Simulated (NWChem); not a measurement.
# SiS (SMILES [Si-]#[S+]) at MP2/aug-pcseg-0

What is the electronic atomisation energy of SiS at MP2/aug-pcseg-0? 

The results are computed with NWChem 7.3.0.

### Step 1. The system as given

The species is SiS (2 atoms), meant as a singlet with charge 0. SMILES: `[Si-]#[S+]`. The bond length is the measured one.

Bond lengths: Si1–S2 1.929 Å.

### Step 2. The energy at MP2/aug-pcseg-0

File work.nw:

```
start work
memory stack 880 mb heap 220 mb global 1100 mb

geometry noautosym nocenter noautoz
Si       0.000000       0.000000       0.000000
S        0.000000       0.000000       1.929321
end

basis spherical bse
Si library aug-pcseg-0
S library aug-pcseg-0
end

scf
thresh 1e-08
maxiter 80
noprint "final vectors analysis"
end

mp2
freeze core 10
tight
end

task mp2 energy
```

Launch:

```sh
nwchem work.nw > work.out
```

What it wrote:

```text
[...]
  functions       =    34
[...]
  wavefunction    = RHF
[...]
         Total SCF energy =   -685.582335056336
      One-electron energy =  -1071.119685904335
      Two-electron energy =    324.098272656277
 Nuclear repulsion energy =     61.439078191723
        Time for solution =      0.3s
[...]
          Total MP2 energy          -685.692914334354
[...]
```

It took 0.88 s on 1 thread of AMD EPYC 9R45 (Zen 5), shared host; peak memory 0.1 GiB.

### Step 3. The S atom, same level

File s.nw:

```
START s
TITLE "S energy"
memory stack 880 mb heap 220 mb global 1100 mb
GEOMETRY units angstroms noautosym nocenter noautoz
   S        0.000000       0.000000       0.000000
END
BASIS "ao basis" spherical bse
   * library aug-pcseg-0
END
SCF
   triplet
   uhf
   thresh 1e-08
   maxiter 80
   noprint "final vectors analysis"
END
MP2
   freeze core 5
   tight
END
TASK mp2
```

Launch:

```sh
nwchem s.nw > s.out
```

What it wrote:

```text
[...]
  functions       =    17
[...]
  wavefunction    = UHF
[...]
         Total SCF energy =   -397.013987870807
      One electron energy =   -548.629019750894
      Two electron energy =    151.615031880087
 Nuclear repulsion energy =      0.000000000000
                       Sz =      1.0000
                 Sz(Sz+1) =      2.0000
                      S^2 =      2.0020
[...]
          Total MP2 energy          -397.036532629577
[...]
```

Wall time 0.6 s (1 thread of AMD EPYC 9R45 (Zen 5), shared host); peak memory 0.1 GiB.

### Step 4. The Si atom at the same level

File m1.nw:

```
start m1
title "Si mp2"
memory total 2200 mb

geometry units angstroms noautosym nocenter noautoz
  Si    0.000000    0.000000    0.000000
end

basis spherical bse
  * library aug-pcseg-0
end

scf
  triplet
  uhf
  thresh 1e-08
  maxiter 80
  noprint "final vectors analysis"
end

mp2
  freeze core 5
  tight
end

task mp2 energy
```

Run the same way, it converges to -288.51206 Eh (log not shown).

### Step 5. Results

At MP2/aug-pcseg-0, 10 core orbitals frozen:

| quantity | value |
| --- | --- |
| molecule: total energy | -685.69291 Eh |
| molecule: correlation energy (10 core orbitals frozen) | -110.6 mEh |
| S atom: total energy | -397.03653 Eh |
| S atom: correlation energy (5 core orbitals frozen) | -22.5 mEh |
| S atom: ⟨S²⟩ of the reference determinant | 2.002 |
| Si atom: total energy | -288.51206 Eh |
| Si atom: correlation energy (5 core orbitals frozen) | -15.4 mEh |
| Si atom: ⟨S²⟩ of the reference determinant | 2.000 |
| electronic atomisation energy | 3.927 eV |

In words: Taking the molecule apart into free atoms costs 3.93 eV (91 kcal/mol), before zero-point energy and without spin-orbit coupling. The basis has no polarisation functions, which makes bonds too weak.
